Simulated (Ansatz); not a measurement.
# Sr2SO in Ansatz: the effect of exact exchange

Crystal: Sr2SO.

```
CELL_PARAMETERS angstrom
4.04324 0.00000 0.00000
0.00000 4.04324 0.00000
0.00000 0.00000 5.71800
ATOMIC_POSITIONS crystal
Sr 0.50000 0.50000 0.50000
Sr 0.00000 0.00000 0.00000
S 0.00000 0.00000 0.50000
O 0.50000 0.50000 0.00000
```

The cell comes from a database or a generator and needn't be the stable form of this composition.

Alike in all runs:

```yaml
Program: Ansatz 0.2.0
Task: single point
Functional: HSE06 form with a typed share of exact exchange
Potentials_or_basis: Ansatz PAW
Cutoff: "420 eV (not typed: the program's choice for these potentials)"
k_mesh: 4 × 4 × 3
Occupations: fermi-dirac, width 0.05 eV
Spin: no spin polarisation
```

```tsv
exact exchange	gap on the mesh (eV)	pressure (GPa)
0.05	?	?
0.1	2.69	-0.6
0.15	2.94	-0.8
0.2	3.19	-1.0
```

Problem. What does the run with exact exchange 0.05 give?

Solution. gap on the mesh 2.45 eV; pressure -0.4 GPa.

Worked out: A straight line through the other rows of the gap on the mesh, of slope 5 eV per unit of exact exchange, extrapolates to 2.44 eV, against the run's 2.45. A straight line through the other rows of the pressure, of slope -4 GPa per unit of exact exchange, extrapolates to -0.4 GPa, against the run's -0.4.

Caveats: odd divisions of the mesh miss points on the zone boundary, where band edges often lie, so the gap on the mesh can be too wide; the PAW data sets come from PBE, with cores solved anew for the run's functional, which leaves a small shift of forces and pressure; the thresholds are loose for stress.

A k mesh can miss the band edges.
